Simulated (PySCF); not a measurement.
The system is NBF3H3, in a box.

```
N B F H
1.0
    12.00000    0.00000    0.00000
     0.00000   12.00000    0.00000
     0.00000    0.00000   13.00000
N B F H
1 1 3 3
Direct
  0.44923 0.48292 0.56141
  0.53534 0.49051 0.46035
  0.61781 0.41558 0.48265
  0.47010 0.46127 0.37836
  0.56968 0.59923 0.45948
  0.38436 0.53622 0.55189
  0.49052 0.50350 0.62687
  0.41902 0.40427 0.56861
```

Base run:

```yaml
Program: PySCF 2.14.0
Functional: TASK
Potentials_or_basis: cc-pvdz (all-electron)
k_mesh: 1 × 1 × 1
Occupations: fixed
Spin: no spin polarisation
```

Its results: gap between the frontier levels 10.19 eV.

**Question.** After a change of settings the same cell gave: gap between the frontier levels 11.36 eV. Which change was it?
A. functional from TASK to TPSS; dispersion from none to D3
B. functional from TASK to r2SCAN0
C. functional from TASK to B97-D; dispersion from none to D3

**Answer.** B.

r2SCAN0 gives the wider gap, since exact exchange removes part of the self-interaction.

Caveats: this is a molecule in a periodic box at the Γ point, so its band gap is the HOMO-LUMO gap; the basis of atomic orbitals isn't converged, which shifts pressures, moduli and gaps.

Runs at the PBE level aren't shown here.
